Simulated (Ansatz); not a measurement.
Task: the energy of protonation at one site of H5NSeSi, SMILES N[SiH2][SeH], with the Python package of Ansatz (0.2.0). Give the script and its output. Settings (for the species named): Hartree-Fock, def2-SVP basis, multiplicity 1.

```xyz
8

N    -1.0448    0.1971   -0.6764
Si    0.4678    0.3461    0.1711
Se    1.1224   -1.7419    0.7533
H    -0.8458   -0.2941   -1.5645
H    -1.3379    1.2053   -1.0024
H     0.3110    1.1888    1.3778
H     1.5031    0.9631   -0.7064
H    -0.0836   -1.9215    1.5916
```

The script, `pa_h5nsesi.py`:
```python
import ansatz as az
import numpy as np

BASIS_SET = "def2-SVP"
XC = "hf"
CHARGE = 1
FMAX = 0.01


def main() -> None:
    geometry_ang = [
        ("N", (-1.0448, 0.1971, -0.6764)),
        ("Si", (0.4678, 0.3461, 0.1711)),
        ("Se", (1.1224, -1.7419, 0.7533)),
        ("H", (-0.8458, -0.2941, -1.5645)),
        ("H", (-1.3379, 1.2053, -1.0024)),
        ("H", (0.311, 1.1888, 1.3778)),
        ("H", (1.5031, 0.9631, -0.7064)),
        ("H", (-0.0836, -1.9215, 1.5916)),
    ]
    h5nsesi = az.Crystal.molecule()
    for symbol, xyz in geometry_ang:
        h5nsesi = h5nsesi.atom(symbol, xyz)

    calculation = (
        h5nsesi.calculation()
        .basis(gaussian=BASIS_SET)
        .functional(XC)
    )
    symbols = [site.symbol for site in h5nsesi.cartesian_sites]
    start = np.array([site.position_ang for site in h5nsesi.cartesian_sites], dtype=float)
    summary = calculation.relax(force_tolerance=0.01, max_steps=100).run(threads=1, pin="off").report
    end = np.array(summary["positions_ang"])

    away = sum((end[0] - end[j]) / np.linalg.norm(end[0] - end[j]) for j in [1, 3, 4]) + np.array([0.15, 0.1, -0.2])
    proton = end[0] + 1.0 * away / np.linalg.norm(away)
    acid = az.Crystal.molecule()
    for symbol, place in zip(symbols, end):
        acid = acid.atom(symbol, place.tolist())
    acid = acid.atom("H", proton.tolist())
    protonated = (
        acid.calculation()
        .basis(gaussian=BASIS_SET)
        .functional(XC)
        .charge(CHARGE)
        .relax(force_tolerance=FMAX, max_steps=80)
    )
    after = protonated.run(threads=1, pin="off").report
    xyz = np.array(after["positions_ang"])
    reach = np.linalg.norm(xyz[:-1] - xyz[-1], axis=1)
    print(f"base {summary['free_energy_ev']:.5f} eV, protonated {after['free_energy_ev']:.5f} eV")
    print(f"the proton ends {reach.min():.3f} A from {symbols[reach.argmin()]}{reach.argmin()}")
    print(f"electronic proton affinity {96.485332 * (summary['free_energy_ev'] - after['free_energy_ev']):.1f} kJ/mol")


if __name__ == "__main__":
    main()
```

`python pa_h5nsesi.py` gives:
```text
base -74715.90134 eV, protonated -74725.47425 eV
the proton ends 1.016 A from N0
electronic proton affinity 923.6 kJ/mol
```

Total energies depend on the basis set; only differences at equal settings carry meaning. The proton is put on one chosen atom, which needn't be the most basic site, so the molecule's proton affinity can be higher; the ends are stationary points, not checked by frequencies, and zero-point and thermal terms count only where printed. Hartree-Fock leaves correlation out, so bond, atomisation and ionisation energies come out well too low. Timing: 88 s on 1 thread of Arm Neoverse V1, with other jobs on the host, peak memory 0.26 GiB.
